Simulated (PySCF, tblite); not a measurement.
# C5H12SSi: geometry, infrared bands and NMR shifts

Wanted: the infrared bands and NMR shifts of C5H12SSi (`CCS[C@@H]1C[Si@H]1C`), by calculation.

Programs: tblite 0.8.0 and PySCF 2.14.0, with density-fitted response routines of our own. Each step states its level of theory. These are calculated values for one molecule in the gas phase, unless marked as measured. Atoms are numbered from 0 throughout.

**1. The molecule as given**

19 atoms, charge 0, multiplicity 1; geometry from: force field or distance geometry start.

Bonds of the start (Å): C0–C1 1.51, C1–S2 1.81, S2–C3 1.82, C3–C4 1.50, C4–Si5 1.87, Si5–C6 1.86, Si5–C3 1.86, C0–H7 1.11, C0–H8 1.12, C0–H9 1.10, C1–H10 1.10, C1–H11 1.12, C3–H12 1.09, C4–H13 1.10, C4–H14 1.12, Si5–H15 1.49, C6–H16 1.11, C6–H17 1.10, C6–H18 1.09.

**2. Relaxing the molecule with GFN2-xTB**

What the job is given:

```
{"job": {"kind": "relax", "xc": "GFN2-xTB", "basis": "xTB"}, "charge": 0, "multiplicity": 1}
C      2.677300     0.197200    -0.221800
C      2.456800    -1.294600    -0.279400
S      0.782100    -1.687900     0.290500
C     -0.459800    -0.581100    -0.459500
C     -0.344600     0.880000    -0.132700
Si    -1.795300     0.027900     0.684100
C     -3.433300     0.555600    -0.033500
H      2.361800     0.660900    -1.185300
H      2.114700     0.666900     0.620200
H      3.748600     0.417200    -0.087800
H      2.540000    -1.674000    -1.307000
H      3.187500    -1.787000     0.418400
H     -0.829600    -0.893500    -1.431800
H      0.521200     1.167900     0.484000
H     -0.576300     1.621900    -0.933800
H     -1.704600    -0.259700     2.138400
H     -4.228300     0.455000     0.731000
H     -3.304600     1.586300    -0.388300
H     -3.723400    -0.049600    -0.897900
```

Command:

```console
$ OMP_NUM_THREADS=1 python probes_run.py task.json out
```

One launch serves the whole session: the jobs run in the order shown.

The program printed:

```text
step      E/eV     max force
  0    -590.58900    1.803
  1    -590.76157    0.756
  2    -590.83332    0.604
  3    -590.88403    0.500
  4    -590.91910    0.421
  5    -590.94743    0.346
  6    -590.97098    0.399
  7    -590.98896    0.386
  8    -591.00487    0.323
  9    -591.01804    0.251
 10    -591.02932    0.236
 11    -591.04022    0.316
 12    -591.05161    0.326
 13    -591.06414    0.290
 14    -591.07814    0.309
 15    -591.09323    0.322
 16    -591.10874    0.402
 17    -591.12319    0.279
 18    -591.13654    0.281
 19    -591.15012    0.287
 20    -591.16246    0.281
 21    -591.17174    0.194
 22    -591.17860    0.164
 23    -591.18491    0.214
 24    -591.19131    0.220
 25    -591.19576    0.177
 26    -591.19764    0.206
 27    -591.20026    0.142
 28    -591.20190    0.104
 29    -591.20367    0.095
 30    -591.20526    0.104
 31    -591.20665    0.095
 32    -591.20793    0.090
 33    -591.20956    0.122
 34    -591.21168    0.167
 35    -591.21465    0.197
 36    -591.21854    0.190
 37    -591.22322    0.156
 38    -591.22792    0.139
 39    -591.23183    0.133
 40    -591.23491    0.119
 41    -591.23606    0.216
 42    -591.23988    0.161
 43    -591.24267    0.119
 44    -591.24845    0.088
 45    -591.24973    0.086
 46    -591.25175    0.076
 47    -591.25274    0.069
 48    -591.25362    0.061
 49    -591.25423    0.056
 50    -591.25495    0.060
 51    -591.25581    0.078
 52    -591.25685    0.094
 53    -591.25785    0.095
 54    -591.25870    0.095
 55    -591.25947    0.078
 56    -591.26015    0.063
 57    -591.26075    0.067
 58    -591.26122    0.048
 59    -591.26164    0.036
 60    -591.26191    0.043
 61    -591.26220    0.050
 62    -591.26238    0.038
 63    -591.26255    0.030
 64    -591.26273    0.030
 65    -591.26290    0.027
 66    -591.26305    0.027
 67    -591.26317    0.029
 68    -591.26330    0.032
 69    -591.26346    0.034
 70    -591.26367    0.038
 71    -591.26387    0.036
 72    -591.26404    0.027
 73    -591.26417    0.020
 74    -591.26428    0.020
 75    -591.26437    0.018
 76    -591.26443    0.017
 77    -591.26447    0.013
 78    -591.26449    0.014
 79    -591.26452    0.013
 80    -591.26454    0.011
 81    -591.26456    0.009
```

Run time: 0.65 s. Hardware: 1 thread of Arm Neoverse V1, shared host.

The steps of the relaxation: (not every step is listed)

| step | energy from step 0 (eV) | largest force (eV/Å) |
| --- | --- | --- |
| 0 | 0.0000 | 1.8030 |
| 1 | -0.1726 | 0.7556 |
| 2 | -0.2443 | 0.6037 |
| 3 | -0.2950 | 0.5001 |
| 4 | -0.3301 | 0.4208 |
| 5 | -0.3584 | 0.3462 |
| 6 | -0.3820 | 0.3993 |
| 7 | -0.4000 | 0.3856 |
| 8 | -0.4159 | 0.3232 |
| 14 | -0.4891 | 0.3086 |
| 20 | -0.5735 | 0.2808 |
| 26 | -0.6086 | 0.2056 |
| 32 | -0.6189 | 0.0904 |
| 38 | -0.6389 | 0.1393 |
| 44 | -0.6594 | 0.0883 |
| 50 | -0.6659 | 0.0604 |
| 56 | -0.6711 | 0.0629 |
| 62 | -0.6734 | 0.0379 |
| 68 | -0.6743 | 0.0322 |
| 74 | -0.6753 | 0.0202 |
| 76 | -0.6754 | 0.0166 |
| 77 | -0.6755 | 0.0130 |
| 78 | -0.6755 | 0.0139 |
| 79 | -0.6755 | 0.0127 |
| 80 | -0.6755 | 0.0108 |
| 81 | -0.6756 | 0.0088 |

Close pairs (by a distance rule), those that changed most:

| bond | before (Å) | after (Å) | change (Å) |
| --- | --- | --- | --- |
| C3–C4 | 1.502 | 1.538 | +0.037 |
| C1–H11 | 1.124 | 1.090 | -0.034 |
| C4–H14 | 1.116 | 1.083 | -0.033 |
| C3–Si5 | 1.861 | 1.894 | +0.033 |
| Si5–H15 | 1.485 | 1.452 | -0.033 |
| S2–C3 | 1.825 | 1.795 | -0.030 |
| Si5–C6 | 1.865 | 1.894 | +0.029 |
| C0–H8 | 1.116 | 1.088 | -0.029 |

The next job starts from the end point, and lists it.

**3. Harmonic vibrations with GFN2-xTB**

What the job is given:

```
{"job": {"kind": "ir", "xc": "GFN2-xTB", "basis": "xTB"}, "charge": 0, "multiplicity": 1}
C      2.971643     0.084248    -0.299195
C      2.278090    -1.263313    -0.349073
S      0.834913    -1.369048     0.772663
C     -0.377010    -0.403598    -0.133896
C     -0.392194     1.120792     0.072107
Si    -1.924029     0.250389     0.741036
C     -3.545182     0.327572    -0.234563
H      2.313977     0.868830    -0.664962
H      3.260588     0.321478     0.722275
H      3.866770     0.065554    -0.918893
H      1.922700    -1.494562    -1.354378
H      2.944013    -2.058912    -0.015434
H     -0.429225    -0.746932    -1.161202
H      0.342118     1.495137     0.771698
H     -0.416635     1.712739    -0.834450
H     -2.005735     0.065404     2.179220
H     -4.382739     0.113023     0.420625
H     -3.705417     1.313121    -0.659538
H     -3.566448    -0.392672    -1.046338
```

The program printed:

```text
mode    cm-1     km/mol
  1    -106.0      0.01
  2      43.7      0.30
  3      72.7      1.06
  4     107.3      2.36
  5     119.8      2.00
  6     178.5      6.41
  7     202.2      2.08
  8     242.4      1.87
  9     288.5      2.12
 10     357.9      2.44
 11     464.5     59.95
 12     611.2     99.91
 13     630.9     12.90
 14     666.2      9.20
 15     669.9      8.57
 16     712.6     31.59
 17     769.2     18.35
 18     786.1     14.91
 19     807.2     81.49
 20     831.7     56.82
 21     835.4     70.33
 22     912.4     31.26
 23    1014.0      0.63
 24    1015.5     13.69
 25    1039.7     33.98
 26    1053.3      1.79
 27    1077.9      4.97
 28    1088.9     55.13
 29    1202.0     10.56
 30    1232.3      3.36
 31    1256.0     26.61
 32    1370.1     10.05
 33    1403.7      4.26
 34    1425.2      1.98
 35    1447.0      0.39
 36    1479.1      1.49
 37    1484.1      1.26
 38    1490.6      4.11
 39    1499.2      2.42
 40    2351.4    236.26
 41    2966.4     18.66
 42    2992.5     20.62
 43    2995.6     13.86
 44    3015.8     51.37
 45    3036.9     20.90
 46    3038.7     23.96
 47    3045.2     11.12
 48    3046.2     18.53
 49    3048.3     14.96
 50    3056.0     18.31
 51    3070.3     22.93
```

It took 0.76 s on 1 thread of Arm Neoverse V1, shared host.

The strongest bands and the atoms that carry them (share of the mass-weighted mode):

| cm⁻¹ | km/mol | atoms |
| --- | --- | --- |
| 464 | 60.0 | H15 77 %, Si5 11 % |
| 611 | 99.9 | H15 87 % |
| 807 | 81.5 | Si5 32 %, C6 25 % |
| 832 | 56.8 | H17 38 %, H16 26 %, C6 15 % |
| 835 | 70.3 | H18 37 %, H16 22 %, C6 15 %, H17 11 % |
| 1089 | 55.1 | C3 32 %, C4 23 %, H13 20 %, H12 11 % |
| 2351 | 236.3 | H15 97 % |
| 3016 | 51.4 | H9 91 % |

**4. Shielding tensors: PBE0/pcSseg-1**

Settings changed since step 3:

```diff
@@ -1,2 +1,2 @@
-{"job": {"kind": "ir", "xc": "GFN2-xTB", "basis": "xTB"}, "charge": 0, "multiplicity": 1}
+{"job": {"kind": "nmr", "xc": "PBE0", "basis": "pcSseg-1"}, "charge": 0, "multiplicity": 1}
 C      2.971643     0.084248    -0.299195
```

Level: GIAO PBE0/pcSseg-1 NMR shielding, non-relativistic, gas phase.

The program printed:

```text
coarse grid: 16120 points
cycle   1  E = -884.7411178450  dE =  5.610e-01  |g| = 4.753e-01  |ddm| = 3.904e+00
cycle   2  E = -884.7171907175  dE =  2.393e-02  |g| = 5.667e-01  |ddm| = 1.021e+00
cycle   3  E = -884.8018958231  dE = -8.471e-02  |g| = 8.402e-02  |ddm| = 6.178e-01
cycle   4  E = -884.8036557326  dE = -1.760e-03  |g| = 3.041e-02  |ddm| = 1.375e-01
cycle   5  E = -884.8038795699  dE = -2.238e-04  |g| = 7.206e-03  |ddm| = 3.265e-02
cycle   6  E = -884.8038929004  dE = -1.333e-05  |g| = 2.491e-03  |ddm| = 1.249e-02
cycle   7  E = -884.8038942970  dE = -1.397e-06  |g| = 5.773e-04  |ddm| = 2.950e-03
final grid: 144176 points
cycle   8  E = -884.8481421976  dE = -3.572e-05  |g| = 9.946e-03  |ddm| = 2.928e-02
cycle   9  E = -884.8481230602  dE =  1.914e-05  |g| = 1.310e-02  |ddm| = 1.969e-02
cycle  10  E = -884.8481666123  dE = -4.355e-05  |g| = 1.253e-03  |ddm| = 1.297e-02
cycle  11  E = -884.8481670345  dE = -4.222e-07  |g| = 2.910e-04  |ddm| = 1.753e-03
cycle  12  E = -884.8481670553  dE = -2.084e-08  |g| = 8.421e-05  |ddm| = 3.583e-04
cycle  13  E = -884.8481670571  dE = -1.780e-09  |g| = 2.865e-05  |ddm| = 1.345e-04
cycle  14  E = -884.8481670573  dE = -2.058e-10  |g| = 6.331e-06  |ddm| = 3.551e-05
converged SCF energy = -884.8481670573

GIAO shielding tensors (ppm)
atom      isotropic    diamagn.    paramagn.     s11        s22        s33       span
  0 C      166.541     247.874     -81.333    147.090    167.869    184.665     37.575
  1 C      145.129     252.260    -107.131    131.082    134.223    170.082     39.000
  2 S      443.845    1058.058    -614.213    344.378    394.982    592.176    247.798
  3 C      164.241     255.932     -91.691    135.411    147.757    209.556     74.145
  4 C      171.659     255.771     -84.112    133.934    175.630    205.413     71.479
  5 Si     470.397     882.874    -412.477    350.950    360.598    699.642    348.692
  6 C      198.024     252.354     -54.329    187.707    199.735    206.632     18.925
  7 H       29.811      31.926      -2.115     24.277     31.543     33.613      9.336
  8 H       30.466      30.007       0.459     26.843     28.710     35.845      9.002
  9 H       30.320      27.821       2.499     25.255     27.254     38.452     13.197
 10 H       29.118      32.350      -3.233     24.213     28.823     34.318     10.105
 11 H       29.153      30.743      -1.589     22.931     27.846     36.683     13.752
 12 H       30.007      34.513      -4.506     23.682     29.338     37.000     13.317
 13 H       31.047      33.023      -1.976     26.043     29.086     38.011     11.969
 14 H       30.463      33.000      -2.537     26.194     26.617     38.578     12.384
 15 H       28.640      31.079      -2.439     22.412     27.584     35.924     13.512
 16 H       31.586      27.457       4.129     26.370     28.350     40.038     13.669
 17 H       31.300      29.458       1.842     25.508     29.198     39.195     13.687
 18 H       31.433      30.952       0.481     25.311     29.901     39.088     13.777
```

It took 38 s on 1 thread of Arm Neoverse V1, shared host; peak memory 0.86 GiB.

Shifts follow as δ = σ(reference) − σ, with reference shieldings (ppm) from runs at the same level and on the same kind of geometry: ¹H TMS 31.72, ¹³C TMS 186.9, ²⁹Si TMS 349.2, ³³S CS2 504. The references are single molecules in the gas phase. Atoms listed in one row are averaged.

| atoms | environment | σ (ppm) | δ (ppm) | δ scaled to CDCl3 |
| --- | --- | --- | --- | --- |
| C1 | sp3 CH2 bonded to S | 145.1 | 41.8 | 34.5 |
| C3 | three-membered-ring carbon | 164.2 | 22.7 | 15.8 |
| C0 | methyl carbon | 166.5 | 20.4 | 18.0 |
| C4 | three-membered-ring carbon | 171.7 | 15.3 | 13.0 |
| C6 | methyl carbon bonded to Si | 198.0 | -11.1 | -12.7 |
| H15 | hydrogen on a silicon bonded to 3 C, in a 3-membered ring | 28.64 | 3.08 | – |
| H10 | hydrogen on an sp3 CH2 bonded to S | 29.12 | 2.60 | 2.56 |
| H11 | hydrogen on an sp3 CH2 bonded to S | 29.15 | 2.56 | 2.52 |
| H12 | hydrogen on a three-membered-ring carbon | 30.01 | 1.71 | 1.72 |
| H7, H8, H9 | hydrogen on a methyl carbon | 30.20 | 1.52 | 1.54 |
| H14 | hydrogen on a three-membered-ring carbon | 30.46 | 1.25 | 1.29 |
| H13 | hydrogen on a three-membered-ring carbon | 31.05 | 0.67 | 0.74 |
| H16, H17, H18 | hydrogen on a methyl carbon bonded to Si | 31.44 | 0.28 | 0.37 |
| S2 | sulfide sulfur | 444 | 60 | – |
| Si5 | silicon bonded to 3 C, H, in a 3-membered ring | 470.4 | -121.2 | – |

The scaled column applies a straight-line fit of computed shieldings to shifts measured in CDCl3, with any fitted terms for Cl, Br or S neighbours (root-mean-square error 0.16 ppm for H, 1.9 ppm for C).

The run also stored atomic charges by several schemes (e):

| atoms | Mulliken | IAO | Hirshfeld | ESP fit |
| --- | --- | --- | --- | --- |
| C0 | -0.26 | -0.42 | -0.13 | 0.01 |
| C1 | -0.36 | -0.33 | -0.07 | 0.17 |
| S2 | 0.01 | 0.07 | -0.02 | -0.30 |
| C3 | -0.56 | -0.47 | -0.13 | -0.29 |
| C4 | -0.42 | -0.54 | -0.18 | -0.56 |
| Si5 | 0.70 | 0.81 | 0.34 | 0.38 |
| C6 | -0.62 | -0.71 | -0.20 | -0.45 |

Mayer bond orders: C0–C1 1.02, C1–S2 1.00, S2–C3 1.01, C3–C4 0.85, C4–Si5 0.96, Si5–C6 0.97, Si5–C3 0.87.

Ring of atoms C3, C4, Si5: NICS(0) -25.9, NICS(1) -7.7, NICS(1)zz -14.3 ppm (means of both faces).

In rings of three or four atoms NICS is ruled by the nearby σ bonds, so it says little on aromaticity.

Orbitals, density, ELF and potential are computed afterwards from the orbital file.

Frontier orbitals at PBE0/pcSseg-1, with the share of their density that lies nearest to each atom:

| orbital | energy (eV) | lies on |
| --- | --- | --- |
| HOMO | -6.03 | S2 73 % |
| LUMO | 0.51 | Si5 33 %; H15 19 %; C3, C4 about 10 % each |

ELF in a plane through or near 7 of the atoms.

Ten even steps from ' ' (0.00) to '@' (1.00):
```
                                                        
                                                        
                                                        
                                                        
                  ..        ++**::                      
                ::%%++    --@@@@##..      ..            
          ====..++@@@@..  ++@@@@%%::    ++@@%%..        
        ==@@@@++**@@@@::  ++@@@@##..  ::@@@@@@==        
        %%@@@@%%**@@@@..  ::****--    ==@@@@@@==        
        %%@@@@%%++++::    ::::..    ..==%%@@%%::        
        ::####--::::..  ..**%%**    ..++****--..        
                --%%##..::@@@@@@::  ..%%@@%%==          
              ..##@@@@--..@@@@@@--  ..@@@@@@++          
              ..%%@@@@--  **@@%%..    @@@@@@==          
                ++@@%%..    --::      **@@##..          
                ..==::                  ..              
                                                        
                                                        
                                                        
                                                        
```
The map spans 14.0 Å across and 8.5 Å up, centred on the molecule. Atoms in the plane (x, y in Å): H7 (-2.2, 1.1), H9 (-3.9, 0.5), H10 (-2.2, -1.4), H12 (0.3, -1.0), H14 (0.6, 1.5), H17 (3.8, 0.6), H18 (3.4, -1.1).

log10 of the density (e/Å³) in the same plane.

Values, 10 rows by 14 columns:
```
-4.0 -4.0 -4.0 -4.0 -4.0 -4.0 -4.0 -4.0 -4.0 -4.0 -4.0 -4.0 -4.0 -4.0
-4.0 -4.0 -4.0 -4.0 -3.8 -3.8 -3.4 -2.9 -3.0 -3.8 -4.0 -4.0 -4.0 -4.0
-4.0 -4.0 -3.6 -2.8 -2.3 -2.4 -2.2 -1.4 -1.7 -2.6 -3.1 -3.3 -4.0 -4.0
-4.0 -4.0 -2.4 -1.4 -0.9 -1.0 -1.5  0.0 -0.6 -1.9 -1.5 -1.7 -3.0 -4.0
-4.0 -3.6 -1.7 -0.1 -0.2 -0.7 -1.4 -0.4 -0.8 -1.4 -0.3 -0.5 -2.3 -3.9
-4.0 -3.8 -2.1 -0.9 -0.6 -1.1 -1.2 -0.3 -1.1 -1.1  0.0 -0.6 -2.1 -3.7
-4.0 -4.0 -3.1 -1.9 -0.5 -0.3 -1.2  0.1 -1.2 -1.3  0.2 -1.0 -2.4 -3.9
-4.0 -4.0 -3.6 -2.3 -1.2 -1.0 -1.9 -1.5 -2.1 -2.2 -1.4 -2.0 -3.2 -4.0
-4.0 -4.0 -4.0 -3.1 -2.5 -2.5 -3.0 -3.1 -3.4 -3.6 -3.2 -3.5 -4.0 -4.0
-4.0 -4.0 -4.0 -4.0 -3.9 -4.0 -4.0 -4.0 -4.0 -4.0 -4.0 -4.0 -4.0 -4.0
```
The map spans 14.0 Å across and 8.5 Å up, centred on the molecule. Atoms in the plane (x, y in Å): H7 (-2.2, 1.1), H9 (-3.9, 0.5), H10 (-2.2, -1.4), H12 (0.3, -1.0), H14 (0.6, 1.5), H17 (3.8, 0.6), H18 (3.4, -1.1).

On the surface of density 0.002 e/bohr³ the electrostatic potential runs, from the 1st to the 99th percentile, from -1.28 V near S2 to 0.91 V near H15.

**5. Outcome**

```
                                                              quantity                                               value
                             strongest single infrared mode (GFN2-xTB)                               2351 cm⁻¹, 236 km/mol
                                          zero-point energy (GFN2-xTB)                                       96.6 kcal/mol
                                ¹³C shifts against TMS (PBE0/pcSseg-1)                   41.8, 22.7, 20.4, 15.3, -11.1 ppm
¹H shifts against TMS (PBE0/pcSseg-1, means over atoms taken as alike)  3.08, 2.60, 2.56, 1.71, 1.52, 1.25, 0.67, 0.28 ppm
                                ³³S shifts against CS2 (PBE0/pcSseg-1)                                              60 ppm
                               ²⁹Si shifts against TMS (PBE0/pcSseg-1)                                          -121.2 ppm
                                 surface potential, 1st and 99th percentile                                  -1.28 V and 0.91 V
```

What this shows: The optimisation took 81 steps and gained 0.676 eV; among the close pairs (by a distance rule), C3–C4 changed most, from 1.502 to 1.538 Å. The lowest mode is imaginary (106i cm⁻¹), so the xTB geometry is not a minimum. The strongest single mode, at 2351 cm⁻¹, moves mainly H15. Unscaled tight-binding wavenumbers are off by several per cent, some by more. Its intensities can rank the bands wrongly. At PBE0/pcSseg-1: The widest tensor belongs to Si5: span 349 ppm, with a paramagnetic part of -412 ppm.
